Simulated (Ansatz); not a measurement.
# AlH4NSSi: basis-set convergence

The task here is to estimate one member of a computed series from the others.

Method: one geometry, several basis sets; program: Ansatz 0.2.0, Gaussian basis.

Plan: PBE0-D4/def2-SVP; ωB97M-V/def2-SVP; PBE0-D4/def2-QZVPP; ωB97M-V/def2-QZVPP; the functionals' def2-TZVPP values are taken from earlier runs.

## Structure used throughout

An earlier PBE0-D4 in a triple-zeta def2 set relaxation fixed the geometry.

SMILES `[NH2][Al]1[SiH2][S]1`, 8 atoms, charge 0, spin multiplicity 1.

Atoms are counted from 1 here; the program's logs count them from 0.

Bond lengths: N1–Al2 1.754 Å, N1–H5 1.006 Å, N1–H6 1.007 Å, Al2–Si3 2.310 Å, Al2–S4 2.172 Å, Si3–S4 2.208 Å, Si3–H7 1.487 Å, Si3–H8 1.487 Å. Angles: Al2–N1–H5 124.5°, Al2–N1–H6 124.7°, H5–N1–H6 110.7°, N1–Al2–Si3 163.4°, N1–Al2–S4 137.6°, Si3–Al2–S4 58.9°, Al2–Si3–S4 57.4°, Al2–Si3–H7 125.4°, Al2–Si3–H8 125.4°, S4–Si3–H7 112.5°, S4–Si3–H8 112.5°, H7–Si3–H8 108.3°, Al2–S4–Si3 63.7°.

Set-up of the first run:

Input file in.yaml:

```yaml
crystal:
  periodic: [false, false, false]
  atoms:
    - {symbol: N, position_ang: [-1.066225, 1.872863, -0.302459]}
    - {symbol: Al, position_ang: [-0.232154, 0.335015, -0.182521]}
    - {symbol: Si, position_ang: [0.990466, -1.466682, 0.589312]}
    - {symbol: S, position_ang: [0.158978, -1.380928, -1.454563]}
    - {symbol: H, position_ang: [-1.128143, 2.548120, 0.441333]}
    - {symbol: H, position_ang: [-1.551792, 2.199683, -1.122084]}
    - {symbol: H, position_ang: [2.474796, -1.561223, 0.596757]}
    - {symbol: H, position_ang: [0.446274, -2.603948, 1.378426]}
basis:
  gaussian: {orbitals: def2-SVP}
hamiltonian: {xc: pbe0, dispersion: d4}
output: {orbitals: {seedname: orbitals}}
```

On the command line:

```bash
$ ansatz run in.yaml --threads 2 --pin off --events-out ev --progress --plain --max-ram 4352MiB
```

Steps of the session up to this table: PBE0-D4 in def2-SVP; ωB97M-V in def2-SVP; PBE0-D4 in def2-QZVPP; ωB97M-V in def2-QZVPP.

One of the session's tables, all rows but one given; the rest of the session is left out.

```
functional       basis  HOMO (eV)
   PBE0-D4    def2-SVP      -6.45
   PBE0-D4  def2-TZVPP          ?
   PBE0-D4  def2-QZVPP      -6.50
   ωB97M-V    def2-SVP      -8.34
   ωB97M-V  def2-TZVPP      -8.41
   ωB97M-V  def2-QZVPP      -8.44
```

Estimate the missing values for PBE0-D4, def2-TZVPP.

**Answer.** HOMO (eV): -6.48. In the column «HOMO (eV)» it lies between PBE0-D4, def2-QZVPP (-6.50) and PBE0-D4, def2-SVP (-6.45).
